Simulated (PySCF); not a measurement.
# C2H4STe: the cost of one run

Programs: PySCF 2.14.0, with routines of our own; each step states its level. All values are computed. Atoms count from 0.

## 1. The starting structure

8 atoms, charge 0, multiplicity 1; geometry from: GFN2-xTB.

## 2. Relaxing the molecule at PBE0-D3(BJ)/def2-SVP

The job: settings as JSON, then the geometry in Å.

```
{"job": {"xc": "PBE0", "basis": "def2-SVP", "d3": "d3bj", "grid": 1, "maxiter": 30, "shake": 0.01, "kind": "geom"}, "charge": 0, "multiplicity": 1}
C     -1.180810     0.139120     0.547110
S     -0.095040    -1.225780     0.205300
C      1.414200    -0.461460     0.129890
Te     1.955080     1.456170     0.356450
H     -2.209360    -0.244910     0.592980
H     -0.920110     0.630720     1.482530
H     -1.113670     0.883760    -0.266680
H      2.204860    -1.196760    -0.065200
```

Command:

```console
OMP_NUM_THREADS=1 python heavy_run.py task.json out
```

One launch serves the whole session: the jobs run in the order shown.

Q: Estimate the wall time and peak memory of this first job on 1 thread of Arm Neoverse V1, shared host.

About 29 s, with a peak of 0.38 GiB.
